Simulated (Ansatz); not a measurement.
**CHFSSe: one species, many methods**

One table from this session's results is given with a row withheld; the runs are named, their logs left out.

Computed with Ansatz 0.2.0, Gaussian basis. Level: functionals in def2-TZVPP, the program's frozen cores in correlated methods.

Plan: LDA (SPW92), PBE-D4, revPBE-D4, BLYP-D4, r2SCAN-D4, B97M-V, PBE0-D4, B3LYP-D4, r2SCANh-D4, r2SCAN0-D4, HSE06-D4, BHLYP-D4, CAM-B3LYP-D4, LC-ωPBE, ωB97X-V, ωB97M-V, B2PLYP, PBE-QIDH; CCSD(T)/def2-SVP; CCSD(T)/def2-TZVPP; MP2/def2-QZVPP; extrapolation to the limit; RPA on PBE.

## Structure used throughout

An earlier PBE0-D4 in a triple-zeta def2 set relaxation fixed the geometry.

SMILES `FC(S)=[Se]`, 5 atoms, charge 0, spin multiplicity 1.

Atoms are counted from 1 here; the program's logs count them from 0.

Bond lengths: F1–C2 1.328 Å, C2–S3 1.723 Å, C2–Se4 1.755 Å, S3–H5 1.348 Å. Angles: F1–C2–S3 113.2°, F1–C2–Se4 122.6°, S3–C2–Se4 124.2°, C2–S3–H5 96.8°.

The first run:

in.yaml reads:

```yaml
crystal:
  periodic: [false, false, false]
  atoms:
    - {symbol: F, position_ang: [-0.791915, -0.414917, 1.031803]}
    - {symbol: C, position_ang: [-0.378649, -0.195724, -0.210591]}
    - {symbol: S, position_ang: [1.175455, 0.544311, -0.288524]}
    - {symbol: Se, position_ang: [-1.337638, -0.625727, -1.615494]}
    - {symbol: H, position_ang: [1.382647, 0.618358, 1.041406]}
basis:
  gaussian: {orbitals: def2-TZVPP}
hamiltonian: {xc: lda}
output: {orbitals: {seedname: orbitals}}
```

On the command line:

```bash
$ ansatz run in.yaml --threads 2 --pin off --events-out ev --progress --plain --max-ram 4352MiB
```

Among the steps run: LDA; PBE-D4 (GGA); revPBE-D4 (GGA); BLYP-D4 (GGA); r2SCAN-D4 (meta-GGA); B97M-V (meta-GGA); B3LYP-D4 (hybrid); r2SCANh-D4 (hybrid); r2SCAN0-D4 (hybrid); HSE06-D4 (hybrid); BHLYP-D4 (hybrid); CAM-B3LYP-D4 (range-separated); LC-ωPBE (range-separated); ωB97X-V (range-separated); ωB97M-V (range-separated); B2PLYP (double hybrid); PBE-QIDH (double hybrid).

One table of the session follows, with a row left open; its other results are not shown here.

It belongs to the step «Frontier levels by functional». 

| functional | HOMO (eV) | LUMO (eV) | gap (eV) |
| --- | --- | --- | --- |
| LDA (SPW92) | -5.91 | -3.33 | 2.58 |
| PBE-D4 | -5.74 | -3.12 | 2.62 |
| revPBE-D4 | -5.68 | -3.04 | 2.64 |
| BLYP-D4 | ? | ? | ? |
| r2SCAN-D4 | -5.98 | -3.06 | 2.92 |
| B97M-V | -6.04 | -2.97 | 3.06 |
| PBE0-D4 | -6.89 | -2.36 | 4.53 |
| B3LYP-D4 | -6.64 | -2.54 | 4.10 |
| r2SCANh-D4 | -6.41 | -2.76 | 3.65 |
| r2SCAN0-D4 | -7.05 | -2.32 | 4.74 |
| HSE06-D4 | -6.49 | -2.73 | 3.76 |
| BHLYP-D4 | -7.88 | -1.42 | 6.46 |
| CAM-B3LYP-D4 | -8.17 | -1.30 | 6.87 |
| LC-ωPBE | -9.54 | -0.30 | 9.24 |
| ωB97X-V | -9.17 | -0.28 | 8.89 |
| ωB97M-V | -9.03 | -0.29 | 8.74 |

Q: Estimate the row for BLYP-D4 from the others.

Worked estimate for «HOMO (eV)». Against the share of exact exchange, B3LYP-D4 (0.2, -6.64), BHLYP-D4 (0.5, -7.88) give a slope of -4.13 per unit share; at 0 the line stands at -5.81.

The run gave: HOMO (eV): -5.56; LUMO (eV): -2.98; gap (eV): 2.57. In «HOMO (eV)» the line misses by -0.25.
